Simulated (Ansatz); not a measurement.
**GeNH₂+ (singlet): from Hartree-Fock to the top rungs, cc-pVDZ**

An exercise on one series of results from a longer session: the logs are not shown, and one member is left open.

The runs use Ansatz 0.2.0, Gaussian basis; cc-pVDZ, core rule «outside noble gas», up to 15 orbitals frozen.

To be run: UHF; CCSD(T) on RHF; CCSD(T) on UHF; BCCD(T) on RHF; CISD; CCSDT(Q) on RHF; CCSDT(Q) on UHF; CASSCF and MRCISD+Q, 10 electrons in 10 orbitals; CASSCF and NEVPT4(SD), 10 electrons in 10 orbitals; CASSCF and NEVPT2, 10 electrons in 10 orbitals.

20 further runs of the same task are left out: 7 that didn't finish, 13 set aside as unsound or not needed.

**The geometry**

The geometry is a PBE0/def2-TZVP stationary point (not a proven minimum) of the parent state, kept for this charge and spin. No spin-orbit coupling is included. The filled d shell of Ge may be among the frozen orbitals whatever the setting's name suggests; the logs give the count.

4 atoms, charge 1, spin multiplicity 1.

Atoms are counted from 1 here; the program's logs count them from 0.

Bond lengths: Ge1–N2 1.732 Å, Ge1–H3 1.532 Å, Ge1–H4 1.532 Å. Angles: N2–Ge1–H3 122.5°, N2–Ge1–H4 122.5°, H3–Ge1–H4 115.0°.

The first run:

File in.yaml:

```yaml
crystal:
  periodic: [false, false, false]
  atoms:
    - {symbol: Ge, position_ang: [0.000000, 0.000000, 0.254906]}
    - {symbol: N, position_ang: [0.000000, 0.000000, -1.477093]}
    - {symbol: H, position_ang: [0.000000, 1.292510, 1.077857]}
    - {symbol: H, position_ang: [0.000000, -1.292509, 1.077857]}
basis:
  gaussian: {orbitals: cc-pVDZ}
total_charge: 1
magnetization: {spin_polarized: true, initial_magnetization: 0}
hamiltonian: {xc: hf}
output: {orbitals: {seedname: orbitals}}
```

Command:

```console
$ ansatz run in.yaml --threads 1 --pin off --events-out ev --progress --plain --max-ram 2393MiB
```

Among the steps run: UHF; CCSD(T) on RHF; CCSD(T) on UHF; BCCD(T) on RHF; CISD; CCSDT(Q) on RHF; CCSDT(Q) on UHF; CASSCF and MRCISD+Q, 10 electrons in 10 orbitals; CASSCF and NEVPT4(SD), 10 electrons in 10 orbitals; CASSCF and NEVPT2, 10 electrons in 10 orbitals.

One of the session's tables, all rows but one given; the rest of the session is left out.

```
            method  from RCCSDT(Q) (meV)
               RHF               +6816.7
               UHF               +5590.1
              RMP2               +1557.2
              UMP2                +992.4
             RCCSD                +340.4
             UCCSD                -174.4
          RCCSD(T)                 +95.8
          UCCSD(T)                -408.6
           BCCD(T)                 +97.1
            RCCSDT                     ?
            UCCSDT                -736.1
         RCCSDT(Q)                     0
         UCCSDT(Q)                -808.4
    CASSCF valence               +3549.8
    NEVPT2 valence                +873.4
NEVPT4(SD) valence                +160.7
    MRCISD valence                +239.1
  MRCISD+Q valence                 +76.4
```

**Question.** Estimate the row for RCCSDT.

The run gave: from RCCSDT(Q) (meV): +34.6. In the column «from RCCSDT(Q) (meV)» it lies between RCCSDT(Q) (0) and MRCISD+Q valence (+76.4).

Among the levels timed on like hardware and quicker than the yardstick, those that no quicker one beats, quickest first: RCCSD(T) (2 s, +95.8 meV).

Not comparable, so not listed: CISD (they don't share determinant, frozen orbitals or solution with the rows shown, or repeat one).

To keep in mind: The determinant is far from a pure spin state, so its energy mixes those of several spin states (harmless only where they are near-degenerate, as at dissociation). The program flags UCCSD(T), UCCSDT(Q) as in doubt, so those rows may rest on another solution; read them beside their warnings. Warnings: restricted reference is unstable; spin contamination; large T1 diagnostic. Restricted and unrestricted rows rest on different reference determinants; where their highest levels disagree by more than a few hundredths of an eV, they describe different states and don't form one ladder. Warnings in the runs' records: large difference.
